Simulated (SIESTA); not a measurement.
# HfIn4SiO6 under changes of volume

One of the cells (21.648 Å³/atom); the others are scaled copies at fixed shape and fractional positions:

```
CELL_PARAMETERS angstrom
5.31238 0.00000 0.00000
-2.65620 4.60066 0.00000
0.00000 0.00000 10.62898
ATOMIC_POSITIONS crystal
Hf 0.66667 0.33333 0.00000
In 0.00000 0.00000 0.30446
In 0.00000 0.00000 0.69554
In 0.33333 0.66667 0.78919
In 0.33333 0.66667 0.21081
Si 0.00000 0.00000 0.00000
O 0.97300 0.70496 0.89972
O 0.29504 0.02700 0.10028
O 0.29504 0.26804 0.89972
O 0.73196 0.70496 0.10028
O 0.73196 0.02700 0.89972
O 0.97300 0.26804 0.10028
```

The cell was built by a generator and needn't be a form met in nature.

| Quantity | Value |
| --- | --- |
| Program | SIESTA 5.4.2 |
| Functional | PBE |
| Potentials or basis | PseudoDojo 0.4 standard (PBE files) |
| Basis | DZP (energy shift 0.003 Ry; two zetas on semicore shells) |
| Grid cutoff | 800 Ry |
| Energy shift | 0.003 Ry |
| k mesh | 6 × 6 × 3 |
| Occupations | fermi-dirac, width 0.05 eV |
| Spin | no spin polarisation |

```csv
volume (Å³/atom),energy over the lowest point (meV/atom),pressure (GPa),largest force (eV/Å)
19.950,?,?,?
20.375,17.15,5.0,0.503
20.799,6.61,3.0,0.329
21.648,0.00,-0.4,0.095
22.073,3.01,-1.9,0.226
22.497,9.72,-3.2,0.361
```

What does the run at 19.950 Å³/atom give?

Energy over the lowest point 33.22 meV/atom; pressure 7.2 GPa; largest force 0.695 eV/Å.

Worked out: A Birch-Murnaghan fit of order 3 (a polynomial in V^(-2/3)) to the other rows has its minimum at 21.54 Å³/atom with B0 = V·E''(V) = 80 GPa and B' = 4.1 at fixed shape and positions, which overstates the stiffness. It gives 33.24 meV/atom at 19.950 Å³/atom, against the run's 33.22, and -dE/dV = 7.2 GPa, against 7.2.

Energies are extrapolated to zero smearing.

Caveats: short orbitals over semicore shells can move pressures by several GPa; the basis of atomic orbitals isn't converged, which shifts pressures, moduli and gaps.
